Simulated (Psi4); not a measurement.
# GeH3 (SMILES [GeH3]) at 6 levels

We compute a comparison of 6 runs (UHF/STO-3G, U-r2SCAN/def2-TZVPP, U-revPBE/def2-TZVPP, UBLYP/def2-TZVPP, USVWN5/def2-TZVPP, UTPSS/def2-TZVPP) of GeH3. 

The results are computed with Psi4 1.11.

## 1. The structure to begin with

GeH3 has 4 atoms, charge 0, and is taken as a doublet. SMILES: `[GeH3]`. One bond was lengthened or shortened from a relaxed shape.

Bond lengths: Ge1–H2 1.539 Å, Ge1–H3 1.539 Å, Ge1–H4 1.770 Å. Angles: H2–Ge1–H3 111.1°, H2–Ge1–H4 111.1°, H3–Ge1–H4 111.1°.

## 2. A single-point energy at UHF/STO-3G (run 1)

geh3.json

```json
{
  "schema_name": "qcschema_input",
  "schema_version": 1,
  "molecule": {
    "schema_name": "qcschema_molecule",
    "schema_version": 2,
    "symbols": ["Ge", "H", "H", "H"],
    "geometry": [0.57602821, -0.61158907, -0.32405024, 2.16415404, -0.16655857, 2.07155557, -1.49775724, -2.5958015, 0.14705849, -0.73094607, 2.25293149, -1.45282144],
    "molecular_charge": 0,
    "molecular_multiplicity": 2,
    "fix_symmetry": "c1",
    "fix_com": true,
    "fix_orientation": true
  },
  "driver": "energy",
  "model": {
    "method": "scf",
    "basis": "STO-3G"
  },
  "keywords": {
    "reference": "uhf",
    "puream": true,
    "e_convergence": 1e-09,
    "d_convergence": 1e-08,
    "scf_type": "pk",
    "maxiter": 100
  }
}
```

Launch:

```console
psi4 --qcschema geh3.json -n 1 --memory 2200MB
```

stdout:

```text
[...]
  Running in c1 symmetry.
[...]
  Nuclear repulsion =   32.167327858341771
[...]
  Multiplicity = 2
[...]
  Nalpha       = 18
  Nbeta        = 17
[...]
    Number of basis functions: 21
[...]
   @UHF iter   1: -2053.10937083603994   -3.10207e+00   2.76660e-02 ADIIS/DIIS
[...]
   @UHF iter  13: -2053.40880466466388   -4.54747e-13   6.02272e-09 DIIS
[...]
   @S^2 Observed:                7.535843655E-01
[...]
  @UHF Final Energy: -2053.40880466466388
   => Energetics <=
    Nuclear Repulsion Energy =             32.1673278583417712
    One-Electron Energy =               -2948.4234580898937566
    Two-Electron Energy =                 862.8473255668880029
    Total Energy =                      -2053.4088046646638759
  UHF NO Occupations:
  HONO-2 :   16  A 1.9995024
  HONO-1 :   17  A 1.9991404
  HONO-0 :   18  A 1.0000000
  LUNO+0 :   19  A 0.0008596
  LUNO+1 :   20  A 0.0004976
[...]
 Multipole Moments:
 ------------------------------------------------------------------------------------
     Multipole            Electronic (a.u.)      Nuclear  (a.u.)        Total (a.u.)
 ------------------------------------------------------------------------------------
 L = 1.  Multiply by 2.5417464519 to convert [e a0] to [Debye]
 Dipole X            :        -18.2436159           18.3683535            0.1247375
 Dipole Y            :         19.9662202          -20.0802788           -0.1140587
 Dipole Z            :          9.5104397           -9.6038151           -0.0933754
 Magnitude           :                                                    0.1931005
[...]
```

The result, in JSON:

```text
{
 "driver": "energy",
 "model": {
  "method": "scf",
  "basis": "STO-3G"
 },
 "success": true,
 "return_result": -2053.408804664664,
 "properties": {
  "calcinfo_nbasis": 21,
  "calcinfo_nmo": 21,
  "calcinfo_nalpha": 18,
  "calcinfo_nbeta": 17,
  "calcinfo_natom": 4,
  "nuclear_repulsion_energy": 32.16732785834177,
  "return_energy": -2053.408804664664,
  "scf_one_electron_energy": -2948.4234580898938,
  "scf_two_electron_energy": 862.847325566888,
  "scf_dipole_moment": [0.1247375150969603, -0.1140586650226254, -0.09337537002446616],
  "scf_total_energy": -2053.408804664664,
  "scf_iterations": 13
 }
}
```

Wall time 1.2 s (1 thread of Intel Xeon 6975P-C (Granite Rapids), shared host); peak memory 0.19 GiB.

## 3. Energy and forces at U-r2SCAN/def2-TZVPP (run 2)

input.in

```
memory 2.2 GB

molecule {
  0 2
  Ge     0.304821    -0.323639    -0.171480
  H      1.145221    -0.088139     1.096220
  H     -0.792579    -1.373639     0.077820
  H     -0.386800     1.192200    -0.768800
  symmetry c1
}

set {
  basis                def2-TZVPP
  reference            uks
  puream               true
  e_convergence        1e-09
  d_convergence        1e-08
  scf_type             pk
  dft_radial_points    99
  dft_spherical_points 590
  maxiter              100
}

energy_value, wavefunction = gradient('r2scan', return_wfn=True)
oeprop(wavefunction, 'MAYER_INDICES', 'LOWDIN_CHARGES', 'MULLIKEN_CHARGES', title='R2SCAN')
```

Launch:

```console
psi4 input.in input.out -n 1
```

input.out:

```text
[...]
  Running in c1 symmetry.
[...]
  Nuclear repulsion =   32.167327844670794
[...]
  Multiplicity = 2
[...]
  Nalpha       = 18
  Nbeta        = 17
[...]
    Number of basis functions: 90
[...]
   @UKS iter   1: -2076.95609074225604   -1.45365e+00   3.55325e-02 ADIIS/DIIS
[...]
   @UKS iter  13: -2078.72374464217410   -5.00222e-12   5.25071e-09 DIIS
[...]
   @S^2 Observed:                7.534028325E-01
[...]
  @UKS Final Energy: -2078.72374464217410
   => Energetics <=
    Nuclear Repulsion Energy =             32.1673278446707940
    One-Electron Energy =               -2960.2814766052124469
    Two-Electron Energy =                 929.4534190832191598
    DFT Exchange-Correlation Energy =     -80.0630149648513765
    Empirical Dispersion Energy =           0.0000000000000000
    VV10 Nonlocal Energy =                  0.0000000000000000
    Total Energy =                      -2078.7237446421740970
  UHF NO Occupations:
  HONO-2 :   16  A 1.9997360
  HONO-1 :   17  A 1.9988552
[...]
  -Total Gradient:
     Atom            X                  Y                   Z
    ------   -----------------  -----------------  -----------------
       1        0.016003929966    -0.037007312259     0.016287889493
       2        0.001017495047    -0.000992886465     0.000370878500
       3        0.000362134752    -0.001431416712     0.000034306747
       4       -0.017368302767     0.039333172281    -0.016597769573
[...]
```

Wall time 25 s (1 thread of Intel Xeon 6975P-C (Granite Rapids), shared host); peak memory 1 GiB.

## 4. The energy at U-revPBE/def2-TZVPP (run 3)

geh3.xyz

```xyz
4
GeH3
Ge     0.304821    -0.323639    -0.171480
H      1.145221    -0.088139     1.096220
H     -0.792579    -1.373639     0.077820
H     -0.386800     1.192200    -0.768800
```

geh3.py

```python
import psi4

psi4.set_memory(2200000000)
psi4.set_num_threads(1)
psi4.set_output_file('run.log', False)

with open('geh3.xyz') as f:
    atoms = ''.join(f.readlines()[2:])
molecule = psi4.geometry('0 2\n' + atoms + 'symmetry c1')

psi4.set_options({
    'basis': 'def2-TZVPP',
    'reference': 'uks',
    'puream': True,
    'e_convergence': 1e-09,
    'd_convergence': 1e-08,
    'scf_type': 'pk',
    'dft_radial_points': 99,
    'dft_spherical_points': 590,
    'maxiter': 100,
})

e, wfn = psi4.energy('revpbe', return_wfn=True)
psi4.oeprop(wfn, 'WIBERG_LOWDIN_INDICES', 'DIPOLE', 'QUADRUPOLE', title='REVPBE')
print('E =', round(e, 9))
```

Launch:

```console
python geh3.py
```

run.log:

```text
[...]
  Running in c1 symmetry.
[...]
  Nuclear repulsion =   32.167327844670794
[...]
  Multiplicity = 2
[...]
  Nalpha       = 18
  Nbeta        = 17
[...]
    Number of basis functions: 90
[...]
   @UKS iter   1: -2076.74573272196994   -1.31743e+00   3.61554e-02 DIIS/ADIIS
[...]
   @UKS iter  13: -2078.57875620848017   -4.09273e-12   2.22651e-09 DIIS
[...]
   @S^2 Observed:                7.520386841E-01
[...]
    Orbital Energies [Eh]
    ---------------------
    Alpha Occupied:
       1A   -397.092417     2A    -49.175398     3A    -43.781847
       4A    -43.780124     5A    -43.779641     6A     -5.979604
       7A     -4.195711     8A     -4.191315     9A     -4.190450
      10A     -1.098514    11A     -1.097265    12A     -1.097233
      13A     -1.094098    14A     -1.093295    15A     -0.496319
      16A     -0.317891    17A     -0.297552    18A     -0.193514
    Alpha Virtual:
      19A     -0.028567    20A      0.011789    21A      0.021003
      22A      0.124332    23A      0.146292    24A      0.146351
      25A      0.173439    26A      0.176256    27A      0.257427
[...]
  @UKS Final Energy: -2078.57875620848017
   => Energetics <=
    Nuclear Repulsion Energy =             32.1673278446707940
    One-Electron Energy =               -2959.7907019196663896
    Two-Electron Energy =                 928.9339619159419499
    DFT Exchange-Correlation Energy =     -79.8893440494261711
    Empirical Dispersion Energy =           0.0000000000000000
    VV10 Nonlocal Energy =                  0.0000000000000000
    Total Energy =                      -2078.5787562084801721
  UHF NO Occupations:
  HONO-2 :   16  A 1.9997632
  HONO-1 :   17  A 1.9994754
[...]
```

The script printed:

```text
E = -2078.578756208
```

It took 10 s on 1 thread of Intel Xeon 6975P-C (Granite Rapids), shared host; peak memory 0.88 GiB.

Runs 4 to 5 aren't shown in full; the table further down has their settings and results.

## 5. The energy at UTPSS/def2-TZVPP (run 6)

calc.inp

```
memory 2200 mb

molecule {
  0 2
  Ge
  H 1 r2
  H 1 r3 2 a3
  H 1 r4 2 a4 3 d4

  r2 = 1.539089
  r3 = 1.539135
  a3 = 111.11836
  r4 = 1.77
  a4 = 111.11763
  d4 = 124.27886
  units angstrom
  symmetry c1
  no_reorient
  no_com
}

set {
  basis def2-TZVPP
  reference uks
  puream true
  e_convergence 1e-09
  d_convergence 1e-08
  scf_type pk
  dft_radial_points 99
  dft_spherical_points 590
  maxiter 100
}

result, w = energy('tpss', return_wfn=True)
oeprop(w, 'LOWDIN_CHARGES', 'QUADRUPOLE', 'MULLIKEN_CHARGES')
```

Launch:

```console
psi4 -i calc.inp -o calc.out -n 1
```

calc.out:

```text
[...]
  Running in c1 symmetry.
[...]
  Nuclear repulsion =   32.167329184550184
[...]
  Multiplicity = 2
[...]
  Nalpha       = 18
  Nbeta        = 17
[...]
    Number of basis functions: 90
[...]
   @UKS iter   1: -2076.91564355962009   -1.36012e+00   3.58235e-02 DIIS/ADIIS
[...]
   @UKS iter  13: -2078.71368988579752   -1.13687e-11   6.15828e-09 DIIS
[...]
   @S^2 Observed:                7.519825440E-01
[...]
  @UKS Final Energy: -2078.71368988579752
   => Energetics <=
    Nuclear Repulsion Energy =             32.1673291845501836
    One-Electron Energy =               -2959.6229527463710838
    Two-Electron Energy =                 928.7654185354519996
    DFT Exchange-Correlation Energy =     -80.0234848594286063
    Empirical Dispersion Energy =           0.0000000000000000
    VV10 Nonlocal Energy =                  0.0000000000000000
    Total Energy =                      -2078.7136898857975211
  UHF NO Occupations:
  HONO-2 :   16  A 1.9998002
  HONO-1 :   17  A 1.9994437
[...]
  Mulliken Charges: (a.u.)
   Center  Symbol    Alpha    Beta     Spin     Total
       1    GE    16.38331 15.49263  0.89069  0.12406
       2     H     0.52874  0.49582  0.03292 -0.02455
       3     H     0.52874  0.49582  0.03292 -0.02456
       4     H     0.55921  0.51574  0.04347 -0.07495
   Total alpha = 18.00000, Total beta = 17.00000, Total charge =  0.00000
  Lowdin Charges: (a.u.)
   Center  Symbol    Alpha    Beta     Spin     Total
       1    GE    16.21735 15.33477  0.88258  0.44788
       2     H     0.60140  0.56297  0.03844 -0.16437
[...]
```

It took 24 s on 1 thread of Intel Xeon 6975P-C (Granite Rapids), shared host; peak memory 0.99 GiB.

## 6. The series

```
run                level      task         integration grid   energy (Eh)  dipole moment (D)  HOMO energy (eV)  LUMO energy (eV)  wall time
  1           UHF/STO-3G    energy                        –  -2053.408805               0.49             -6.53              5.44      1.2 s
  2  U-r2SCAN/def2-TZVPP  gradient  99 radial × 590 angular  -2078.723745               0.38             -5.68             -3.41       25 s
  3  U-revPBE/def2-TZVPP    energy  99 radial × 590 angular  -2078.578756               0.38             -5.27             -3.70       10 s
  4     UBLYP/def2-TZVPP  gradient  99 radial × 590 angular  -2078.786446               0.40             -5.08             -3.91       13 s
  5    USVWN5/def2-TZVPP  gradient  99 radial × 590 angular  -2075.547356               0.31             -5.28             -4.20      9.9 s
  6     UTPSS/def2-TZVPP    energy  99 radial × 590 angular  -2078.713690               0.39             -5.42             -3.77       24 s
```

## 7. Summary of results

| quantity | value |
| --- | --- |
| run 6: total energy | -2078.71369 Eh |
| run 6: dipole moment | 0.39 D |
| run 6: HOMO energy (highest over α and β) | -5.42 eV |
| run 6: LUMO energy (lowest over α and β) | -3.77 eV |
| run 6: ⟨S²⟩ | 0.752 |

**Reading.** The dipole moment (its size) runs from 0.31 D (USVWN5/def2-TZVPP) to 0.49 D (UHF/STO-3G). The two ends differ in method and basis. Totals of different functionals can't be ranked against each other. In run 1 the basis is minimal, so the values are rough. All runs together took 84 s, the longest 25 s.
